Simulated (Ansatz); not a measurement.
# C3H7FGe: small, medium and large basis sets

The task here is to estimate one member of a computed series from the others.

The runs use Ansatz 0.2.0, Gaussian basis; one geometry, several basis sets.

Plan: PBE0-D4/def2-SVP; ωB97M-V/def2-SVP; PBE0-D4/def2-QZVPP; ωB97M-V/def2-QZVPP; the functionals' def2-TZVPP values are taken from earlier runs.

## The relaxed structure

An earlier PBE0-D4 in a triple-zeta def2 set relaxation fixed the geometry.

12 atoms, charge 0, spin multiplicity 1.

Atoms are counted from 1 here; the program's logs count them from 0.

Bond lengths: C1–C2 1.495 Å, C1–H6 1.096 Å, C1–H7 1.091 Å, C1–H8 1.092 Å, C2–F3 1.378 Å, C2–C4 1.510 Å, C2–Ge5 1.963 Å, C4–Ge5 1.960 Å, C4–H9 1.086 Å, C4–H10 1.085 Å, Ge5–H11 1.525 Å, Ge5–H12 1.522 Å. Angles: C2–C1–H6 110.0°, C2–C1–H7 110.9°, C2–C1–H8 110.6°, H6–C1–H7 108.8°, H6–C1–H8 108.2°, H7–C1–H8 108.3°, C1–C2–F3 110.9°, C1–C2–C4 118.8°, C1–C2–Ge5 122.0°, F3–C2–C4 113.3°, F3–C2–Ge5 117.9°, C4–C2–Ge5 67.2°, C2–C4–Ge5 67.5°, C2–C4–H9 117.4°, C2–C4–H10 114.4°, Ge5–C4–H9 121.6°, Ge5–C4–H10 114.4°, H9–C4–H10 113.8° and more.

The first run:

The input, in.yaml:

```yaml
crystal:
  periodic: [false, false, false]
  atoms:
    - {symbol: C, position_ang: [-0.787819, -0.184051, 1.334777]}
    - {symbol: C, position_ang: [0.374876, -0.142740, 0.396682]}
    - {symbol: F, position_ang: [1.549951, -0.432643, 1.055459]}
    - {symbol: C, position_ang: [0.496737, 1.018174, -0.561079]}
    - {symbol: Ge, position_ang: [0.216291, -0.688382, -1.482637]}
    - {symbol: H, position_ang: [-0.673864, 0.585793, 2.106654]}
    - {symbol: H, position_ang: [-0.862408, -1.158693, 1.819102]}
    - {symbol: H, position_ang: [-1.720078, 0.005181, 0.798896]}
    - {symbol: H, position_ang: [-0.277433, 1.778267, -0.525180]}
    - {symbol: H, position_ang: [1.501101, 1.418830, -0.655923]}
    - {symbol: H, position_ang: [-1.166672, -0.990589, -2.049129]}
    - {symbol: H, position_ang: [1.426317, -1.264247, -2.203621]}
basis:
  gaussian: {orbitals: def2-SVP}
hamiltonian: {xc: pbe0, dispersion: d4}
output: {orbitals: {seedname: orbitals}}
```

Among the steps run: PBE0-D4 in def2-SVP; ωB97M-V in def2-SVP; PBE0-D4 in def2-QZVPP; ωB97M-V in def2-QZVPP.

One table of the session follows, with a row left open; its other results are not shown here.

It belongs to the step «Density functionals: the series». 

```
functional       basis  HOMO (eV)  LUMO (eV)
   PBE0-D4    def2-SVP      -6.44       0.40
   PBE0-D4  def2-TZVPP      -6.49       0.19
   PBE0-D4  def2-QZVPP      -6.52      -0.06
   ωB97M-V    def2-SVP      -8.54       2.28
   ωB97M-V  def2-TZVPP      -8.61       1.94
   ωB97M-V  def2-QZVPP          ?          ?
```

**Question.** Estimate the row for ωB97M-V, def2-QZVPP.

**Answer.** HOMO (eV): -8.63; LUMO (eV): 1.41. In the column «HOMO (eV)» it is the lowest.
